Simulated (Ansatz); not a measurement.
# TaRu: the cost of one run

Method: DFT r2SCAN, scalar-relativistic, plane waves, PAW, in Ansatz 0.2.0.

## 1. The starting structure

It takes space group P4/mmm (No. 123, tetragonal). Conventional cell: a = 3.053 Å, b = 3.053 Å, c = 3.389 Å, α = 90.00°, β = 90.00°, γ = 90.00°. Around Ta (site symmetry 4/mmm) lie 8 Ru at 2.74 Å and 4 Ta at 3.05 Å. Ru (site symmetry 4/mmm) has 8 Ta at 2.74 Å and 4 Ru at 3.05 Å in its first shell of neighbours.

Structure file:

```xyz
2
Lattice="3.0530 0.0000 0.0000 0.0000 3.0530 0.0000 0.0000 0.0000 3.3890" Properties=species:S:1:pos:R:3 pbc="T T T"
Ta    1.5265    1.5265    1.6945
Ru    0.0000    0.0000    0.0000
```

No relaxation comes first: the listed cell is the starting point.

## 2. Zero of energy

The reference gives a free energy of -15835.7392 eV, pressure -1.25 GPa, largest force 0.000 eV/Å and gap on the mesh none (metal). It was computed beforehand with the settings of the runs below.

## 3. The scan: a two-dimensional strain map

The cell is strained by p along both x and y and by q along z, with fractional coordinates fixed.

## 4. At p = -0.080, q = -0.080

Contents of input.yaml:

```yaml
crystal:
  lattice:
    - [2.80876, 0.0, 0.0]
    - [0.0, 2.80876, 0.0]
    - [0.0, 0.0, 3.11788]
  atoms:
    - { symbol: Ta, position: [0.5, 0.5, 0.5] }
    - { symbol: Ru, position: [0.0, 0.0, 0.0] }
basis:
  ecutwfc: 500
kpoints:
  mp_grid: { grid: [16, 16, 14] }
hamiltonian:
  xc: r2scan
scf:
  occupations: { method: gaussian, width: 0.15 }
output:
  forces: true
  stress: true
  eigenvalues: true
```

Started as:

```sh
ansatz run input.yaml --threads 1 --pin off --max-ram 2560MiB --backend cpu --events-out ev --progress --plain --runs-dir out
```

What time and memory should one allow on 1 thread of Intel Xeon at 2.50GHz (Skylake/Cascade Lake), shared host?

About 40 s, with a peak of 0.54 GiB.
